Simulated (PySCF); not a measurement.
# TiNBr: structure of the singlet

The task is one start of a wider search on TiNBr: the singlet, from a bent start. It is relaxed, tested by its Hessian and followed downhill if it is a saddle.

Computed with PySCF 2.14.0. Level: PBE0, basis Ti def2-TZVP, N def2-TZVP, Br def2-TZVP, no relativity, density fitting.

## (1) The starting structure

3 atoms, charge 0, spin multiplicity 1.

Bond lengths: Ti1–N2 1.770 Å, Ti1–Br3 2.500 Å. Angles: N2–Ti1–Br3 110.0°.

```xyz
3
charge 0 multiplicity 1
Ti   -1.0032    0.0000   -0.9042
N    -2.4531    0.0000    0.1110
Br    1.0447    0.0000    0.5297
```

## (2) Relaxation: bent start, singlet

One driver script runs all steps and calls PySCF; scf.py shows how it sets up the SCF of each step. The optimiser is the driver's own. Before each start the driver seeks the lowest SCF state from one or more starting densities and follows internal instabilities, so scf.py alone need not reach the same state.

The program finds Cs symmetry in the start, which this walk keeps.

scf.py reads:

```python
from pyscf import gto, scf, dft
mol = gto.M(atom='''
Ti    -1.003155     0.000000    -0.904220
N     -2.453055     0.000000     0.110980
Br     1.044745     0.000000     0.529680''',
    basis={'Ti': 'def2-TZVP', 'N': 'def2-TZVP', 'Br': 'def2-TZVP'},
    charge=0, spin=0)
mf = dft.RKS(mol, xc='PBE0')
mf.grids.atom_grid = (50, 194)
aux = {'Ti': 'def2-universal-JKFIT', 'N': 'def2-universal-JKFIT', 'Br': 'def2-universal-JKFIT'}
mf = mf.density_fit(auxbasis=aux)
mf.kernel()
```

Further steps of the session: Frequencies.

**Question.** What will these runs give? Wanted: minimum; geometry; wavenumbers; dipole moment; highest occupied, lowest empty level; polar-tensor charge of Ti1; zero-point energy; atomisation energy.

As calculated:

| quantity | value |
| --- | --- |
| minimum | singlet, Cs |
| geometry | Ti–Br 2.431 Å, Ti–N 1.543 Å; Br–Ti–N 119.3° |
| wavenumbers (cm⁻¹) | 160 (a'), 322 (a'), 1172 (a') |
| dipole moment | 5.79 D |
| highest occupied, lowest empty level | -7.13, -2.67 eV |
| polar-tensor charge of Ti1 | +1.55 e |
| zero-point energy | 9.9 kJ/mol |
| entropy at 298.15 K | 293.1 J/(mol K) |
| atomisation energy (no zero-point energy) | 880 kJ/mol |

In words: The molecule stays Cs, as typed, and the end point is a minimum. In the infrared the band at 1172 cm⁻¹ (a', stretch) leads. With 5.8 D the molecule is strongly polar. Only this shape and spin were tried, so other structures or states may lie lower.
